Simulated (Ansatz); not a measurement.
# CH6AlFSSi: up Jacob's ladder to CCSD(T)

How much do the methods differ for CH6AlFSSi? The plan is to run it at one geometry with functionals of several rungs and with coupled cluster. The yardstick is the atomisation energy at the CCSD(T) limit.

Method: functionals in def2-TZVPP, the program's frozen cores in correlated methods; program: Ansatz 0.2.0, Gaussian basis.

The runs, in order: PBE-D4, r2SCAN-D4, PBE0-D4, B3LYP-D4, ωB97X-V, ωB97M-V, B2PLYP; CCSD(T)/def2-TZVPP; MP2/def2-QZVPP; extrapolation to the limit.

### Step 1. Structure used throughout

The geometry comes from an earlier relaxation with PBE0-D4 in a triple-zeta def2 set; it is a stationary point, not always the lowest conformer.

SMILES `F[CH]([SiH3])[AlH][SH]`, 11 atoms, charge 0, spin multiplicity 1.

Atoms are counted from 1 here; the program's logs count them from 0.

Bond lengths: F1–C2 1.414 Å, C2–Si3 1.888 Å, C2–Al4 1.981 Å, C2–H6 1.100 Å, Si3–H7 1.489 Å, Si3–H8 1.487 Å, Si3–H9 1.486 Å, Al4–S5 2.172 Å, Al4–H10 1.579 Å, S5–H11 1.347 Å. Angles: F1–C2–Si3 109.2°, F1–C2–Al4 109.5°, F1–C2–H6 107.2°, Si3–C2–Al4 114.4°, Si3–C2–H6 107.3°, Al4–C2–H6 108.9°, C2–Si3–H7 107.0°, C2–Si3–H8 110.1°, C2–Si3–H9 111.7°, H7–Si3–H8 108.9°, H7–Si3–H9 109.9°, H8–Si3–H9 109.2°, C2–Al4–S5 116.5°, C2–Al4–H10 122.7°, S5–Al4–H10 120.8°, Al4–S5–H11 91.2°.

### Step 2. PBE-D4 (GGA)

The input, in.yaml:

```yaml
crystal:
  periodic: [false, false, false]
  atoms:
    - {symbol: F, position_ang: [-1.594032, 0.625501, 0.362016]}
    - {symbol: C, position_ang: [-0.180134, 0.591404, 0.382007]}
    - {symbol: Si, position_ang: [0.391788, -0.806303, 1.515452]}
    - {symbol: Al, position_ang: [0.504893, 0.472002, -1.472844]}
    - {symbol: S, position_ang: [-0.979851, 0.247383, -3.041490]}
    - {symbol: H, position_ang: [0.162538, 1.536523, 0.828887]}
    - {symbol: H, position_ang: [1.877063, -0.731744, 1.582081]}
    - {symbol: H, position_ang: [-0.000028, -2.121324, 0.942536]}
    - {symbol: H, position_ang: [-0.182302, -0.678488, 2.879760]}
    - {symbol: H, position_ang: [2.045507, 0.513646, -1.816745]}
    - {symbol: H, position_ang: [-1.980141, 0.294599, -2.141161]}
basis:
  gaussian: {orbitals: def2-TZVPP}
hamiltonian: {xc: pbe, dispersion: d4}
output: {forces: true, orbitals: {seedname: orbitals}}
```

Launch:

```console
$ ansatz run in.yaml --threads 4 --pin off --events-out ev --progress --plain --max-ram 10444MiB
```

Further steps of the session: r2SCAN-D4 (meta-GGA); PBE0-D4 (hybrid); B3LYP-D4 (hybrid); ωB97X-V (range-separated); ωB97M-V (range-separated); B2PLYP (double hybrid); CCSD(T) in def2-TZVPP; MP2 in def2-QZVPP.

**Question.** What will the summary of the whole plan be? Wanted: atomisation energy, CCSD(T)/CBS; farthest; mean size of error, hybrid; mean size of error, range-separated; gap, smallest and largest; T1 diagnostic; triples share of the correlation energy.

As calculated:

| quantity | value |
| --- | --- |
| atomisation energy, CCSD(T)/CBS | 826.7 kcal/mol |
| functionals within 4.1 kcal/mol (0.5 %) | PBE-D4, r2SCAN-D4, ωB97M-V |
| farthest | B2PLYP (-14.7 kcal/mol) |
| mean size of error, hybrid | 5.7 kcal/mol |
| mean size of error, range-separated | 4.0 kcal/mol |
| gap, smallest and largest | 4.46 eV (PBE-D4), 10.73 eV (ωB97X-V) |
| T1 diagnostic | 0.0125 |
| triples share of the correlation energy | 3.6 % |

PBE-D4 misses by +3.7 kcal/mol. Double hybrids carry the basis error of their MP2 part in triple zeta, and no dispersion term here, so their miss is partly the set-up's. Misses under about 4.1 kcal/mol are within the doubt on the reference itself, which lacks core-valence correlation, relativity and higher excitations. Hartree-Fock recovers 73 % of the binding; the rest is correlation. Orbital gaps span 4.5 to 10.7 eV; exact exchange widens them.
